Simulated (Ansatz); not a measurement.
# C2H7AlN2O: basis-set convergence

An exercise on one series of results from a longer session: the logs are not shown, and one member is left open.

Computed with Ansatz 0.2.0, Gaussian basis. Level: one geometry, several basis sets.

Plan: PBE0-D4/def2-SVP; ωB97M-V/def2-SVP; PBE0-D4/def2-QZVPP; ωB97M-V/def2-QZVPP; the functionals' def2-TZVPP values are taken from earlier runs.

### The relaxed structure

The geometry comes from an earlier relaxation with PBE0-D4 in a triple-zeta def2 set; it is a stationary point, not always the lowest conformer.

SMILES `[CH3][Al]([OH])[C](=N)N`, 13 atoms, charge 0, spin multiplicity 1.

Atoms are counted from 1 here; the program's logs count them from 0.

Bond lengths: C1–Al2 1.945 Å, C1–H7 1.095 Å, C1–H8 1.093 Å, C1–H9 1.094 Å, Al2–O3 1.700 Å, Al2–C4 1.971 Å, O3–H10 0.955 Å, C4–N5 1.287 Å, C4–N6 1.361 Å, N5–H11 1.016 Å, N6–H12 1.003 Å, N6–H13 1.009 Å. Angles: Al2–C1–H7 111.1°, Al2–C1–H8 112.4°, Al2–C1–H9 111.2°, H7–C1–H8 107.5°, H7–C1–H9 106.7°, H8–C1–H9 107.7°, C1–Al2–O3 125.2°, C1–Al2–C4 120.9°, O3–Al2–C4 113.8°, Al2–O3–H10 125.8°, Al2–C4–N5 121.3°, Al2–C4–N6 119.7°, N5–C4–N6 119.1°, C4–N5–H11 111.2°, C4–N6–H12 120.2°, C4–N6–H13 118.6°, H12–N6–H13 118.5°.

Set-up of the first run:

The input, in.yaml:

```yaml
crystal:
  periodic: [false, false, false]
  atoms:
    - {symbol: C, position_ang: [0.025475, -2.161637, 0.234873]}
    - {symbol: Al, position_ang: [0.550930, -0.337243, -0.187342]}
    - {symbol: O, position_ang: [2.019521, 0.116630, -0.913608]}
    - {symbol: C, position_ang: [-0.656204, 1.176313, 0.181537]}
    - {symbol: N, position_ang: [-1.840472, 0.988160, 0.647996]}
    - {symbol: N, position_ang: [-0.228903, 2.448588, -0.043517]}
    - {symbol: H, position_ang: [-0.846875, -2.465731, -0.352492]}
    - {symbol: H, position_ang: [0.823279, -2.881000, 0.034888]}
    - {symbol: H, position_ang: [-0.254291, -2.259878, 1.288287]}
    - {symbol: H, position_ang: [2.722495, -0.477080, -1.169859]}
    - {symbol: H, position_ang: [-2.022627, -0.000076, 0.798238]}
    - {symbol: H, position_ang: [0.619265, 2.614037, -0.551981]}
    - {symbol: H, position_ang: [-0.891292, 3.204217, 0.047681]}
basis:
  gaussian: {orbitals: def2-SVP}
hamiltonian: {xc: pbe0, dispersion: d4}
output: {orbitals: {seedname: orbitals}}
```

Steps of the session up to this table: PBE0-D4 in def2-SVP; ωB97M-V in def2-SVP; PBE0-D4 in def2-QZVPP; ωB97M-V in def2-QZVPP.

One of the session's tables, all rows but one given; the rest of the session is left out.

It belongs to the step «Functionals by basis». 

| functional | basis | HOMO (eV) |
| --- | --- | --- |
| PBE0-D4 | def2-SVP | -6.24 |
| PBE0-D4 | def2-TZVPP | -6.57 |
| PBE0-D4 | def2-QZVPP | -6.64 |
| ωB97M-V | def2-SVP | -8.50 |
| ωB97M-V | def2-TZVPP | ? |
| ωB97M-V | def2-QZVPP | -8.95 |

Estimate the missing values for ωB97M-V, def2-TZVPP.

The run gave: HOMO (eV): -8.88. In the column «HOMO (eV)» it lies between ωB97M-V, def2-QZVPP (-8.95) and ωB97M-V, def2-SVP (-8.50).
